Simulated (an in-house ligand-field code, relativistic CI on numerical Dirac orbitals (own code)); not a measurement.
# d4 in a ligand field: terms for several parameter sets

Aim: the terms of a d4 shell from Racah B and C, spin-orbit ζ and the field, by exact diagonalisation.

Program: an in-house ligand-field code version 1. Level of theory: parametric ligand-field model of a d^n configuration (Racah B and C, spin-orbit zeta, crystal field), exact diagonalisation. These are calculated values, not measurements, unless marked.

**1. The system**

- shell: d4
- set 1 (cm⁻¹): B = 440, C = 1630, ζ = 900, Oh, 10Dq = 7400
- set 2 (cm⁻¹): B = 1120, C = 4660, ζ = 1800, Oh, 10Dq = 11800
- set 3 (cm⁻¹): B = 900, C = 3620, ζ = 90, Oh, 10Dq = 14600
- set 4 (cm⁻¹): B = 1130, C = 4840, ζ = 440, Oh, 10Dq = 24750
- set 5 (cm⁻¹): B = 340, C = 1320, ζ = 780, Oh, 10Dq = 3300
- set 6 (cm⁻¹): B = 590, C = 2250, ζ = 80, Oh, 10Dq = 4000
- set 7 (cm⁻¹): B = 970, C = 4910, ζ = 900, Oh, 10Dq = 38750
- set 8 (cm⁻¹): B = 610, C = 2840, ζ = 3750, Oh, 10Dq = 28000

**2. Set 1**

Input settings:

```ini
n = 4
racah_B = 440  # cm-1
racah_C = 1630  # cm-1
zeta = 900  # cm-1
symmetry = Oh
field = {"10Dq": 7400}  # cm-1
```

**3. Set 2**

Input settings:

```ini
n = 4
racah_B = 1120  # cm-1
racah_C = 4660  # cm-1
zeta = 1800  # cm-1
symmetry = Oh
field = {"10Dq": 11800}  # cm-1
```

**4. Set 3**

Input settings:

```ini
n = 4
racah_B = 900  # cm-1
racah_C = 3620  # cm-1
zeta = 90  # cm-1
symmetry = Oh
field = {"10Dq": 14600}  # cm-1
```

**5. Set 4**

Input settings:

```ini
n = 4
racah_B = 1130  # cm-1
racah_C = 4840  # cm-1
zeta = 440  # cm-1
symmetry = Oh
field = {"10Dq": 24750}  # cm-1
```

**6. Set 5**

Input settings:

```ini
n = 4
racah_B = 340  # cm-1
racah_C = 1320  # cm-1
zeta = 780  # cm-1
symmetry = Oh
field = {"10Dq": 3300}  # cm-1
```

**7. Set 6**

Input settings:

```ini
n = 4
racah_B = 590  # cm-1
racah_C = 2250  # cm-1
zeta = 80  # cm-1
symmetry = Oh
field = {"10Dq": 4000}  # cm-1
```

**8. Set 7**

Input settings:

```ini
n = 4
racah_B = 970  # cm-1
racah_C = 4910  # cm-1
zeta = 900  # cm-1
symmetry = Oh
field = {"10Dq": 38750}  # cm-1
```

**9. Set 8**

Input settings:

```ini
n = 4
racah_B = 610  # cm-1
racah_C = 2840  # cm-1
zeta = 3750  # cm-1
symmetry = Oh
field = {"10Dq": 28000}  # cm-1
```

(Steps that only read results are left out.)

Q: Predict the outcome of this session. Wanted: lowest spin-orbit levels; sets at their largest spin, of those that allow S over 1.

**Answer**, as computed:

| set | 10Dq/B (size) | lowest | S | electrons in z² and x²-y² | next level (cm⁻¹) |
| --- | --- | --- | --- | --- | --- |
| 1: Oh | 16.8 | A1 | 1.77 | 0.80 | T1 407 |
| 2: Oh | 10.5 | A1 | 1.96 | 1.01 | T1 346 |
| 3: Oh | 16.2 | A1 | 2.00 | 1.00 | T1 0.82 |
| 4: Oh | 21.9 | A1 | 1.98 | 0.98 | T1 33 |
| 5: Oh | 9.7 | A1 | 1.91 | 1.03 | T1 276 |
| 6: Oh | 6.8 | A1 | 2.00 | 1.00 | T1 1.03 |
| 7: Oh | 39.9 | A1 | 1.02 | 0.04 | T1 545 |
| 8: Oh | 45.9 | A1 | 1.07 | 0.18 | T1 4260 |

| quantity | value |
| --- | --- |
| lowest spin-orbit levels | 1: A1, 2: A1, 3: A1, 4: A1, 5: A1, 6: A1, 7: A1, 8: A1 |
| sets at their largest spin, of those that allow S over 1 | 1, 2, 3, 4, 5, 6 |

What this shows: 6 of 8 sets have the highest spin that their shell allows, S = 2. With spin-orbit coupling the labels are those of spin-orbit levels, not of terms, and S is an average from the expectation value of its square. B, C and the field are free parameters here, not those of a compound.
